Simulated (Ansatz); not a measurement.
# AlF3H6OSi2: the cost of one run

Computed with Ansatz 0.2.0, Gaussian basis. Level: the settings change from run to run.

## 1. The molecule

The structure was relaxed beforehand with PBE0-D4 in a triple-zeta def2 set.

SMILES `[F][Al-]([F])([F])[O+]([SiH3])[SiH3]`, 13 atoms, charge 0, spin multiplicity 1.

Atoms are counted from 1 here; the program's logs count them from 0.

Bond lengths: F1–Al2 1.650 Å, Al2–F3 1.663 Å, Al2–F4 1.650 Å, Al2–O5 1.901 Å, O5–Si6 1.715 Å, O5–Si7 1.706 Å, Si6–H8 1.472 Å, Si6–H9 1.486 Å, Si6–H10 1.472 Å, Si7–H11 1.474 Å, Si7–H12 1.479 Å, Si7–H13 1.479 Å. Angles: F1–Al2–F3 117.3°, F1–Al2–F4 116.3°, F1–Al2–O5 103.1°, F3–Al2–F4 117.3°, F3–Al2–O5 94.3°, F4–Al2–O5 103.1°, Al2–O5–Si6 116.3°, Al2–O5–Si7 120.0°, Si6–O5–Si7 123.7°, O5–Si6–H8 108.9°, O5–Si6–H9 102.3°, O5–Si6–H10 108.9°, H8–Si6–H9 110.7°, H8–Si6–H10 114.7°, H9–Si6–H10 110.7°, O5–Si7–H11 105.3°, O5–Si7–H12 107.3°, O5–Si7–H13 107.3° and more.

Geometry (Å):

```
F    -1.9299   -1.9478   -0.2172
Al   -1.5221   -0.5103   -0.9178
F    -2.3808    0.8356   -0.4511
F    -1.0171   -0.5789   -2.4876
O     0.0540   -0.0074    0.0190
Si   -0.0152    1.4726    0.8832
Si    1.4323   -1.0110   -0.0309
H    -0.2319    2.5725   -0.0713
H     1.3438    1.5545    1.4783
H    -1.0376    1.3619    1.9370
H     1.0490   -2.1574   -0.8740
H     1.7416   -1.4028    1.3608
H     2.5344   -0.2160   -0.6136
```

## 2. PBEsol/def2-SVP

This run has charge -1, multiplicity 2, D3(BJ) dispersion.

Input file in.yaml:

```yaml
crystal:
  periodic: [false, false, false]
  atoms:
    - {symbol: F, position_ang: [-1.929943, -1.947842, -0.217150]}
    - {symbol: Al, position_ang: [-1.522118, -0.510279, -0.917820]}
    - {symbol: F, position_ang: [-2.380826, 0.835616, -0.451150]}
    - {symbol: F, position_ang: [-1.017118, -0.578947, -2.487562]}
    - {symbol: O, position_ang: [0.053964, -0.007444, 0.018951]}
    - {symbol: Si, position_ang: [-0.015206, 1.472573, 0.883238]}
    - {symbol: Si, position_ang: [1.432328, -1.010968, -0.030869]}
    - {symbol: H, position_ang: [-0.231850, 2.572498, -0.071306]}
    - {symbol: H, position_ang: [1.343849, 1.554516, 1.478266]}
    - {symbol: H, position_ang: [-1.037644, 1.361866, 1.936959]}
    - {symbol: H, position_ang: [1.049018, -2.157411, -0.873951]}
    - {symbol: H, position_ang: [1.741562, -1.402847, 1.360823]}
    - {symbol: H, position_ang: [2.534384, -0.216033, -0.613627]}
basis:
  gaussian: {orbitals: def2-SVP}
total_charge: -1
magnetization: {spin_polarized: true, initial_magnetization: 1}
hamiltonian: {xc: {name: PBEsol}, dispersion: d3bj}
output: {forces: true}
```

Started as:

```sh
> ansatz run in.yaml --threads 4 --pin off --events-out ev --progress --plain --max-ram 11315MiB
```

Q: Estimate wall time and peak memory on 4 threads of Arm Neoverse V2, shared host.

About 3.4 s, with a peak of 0.25 GiB.
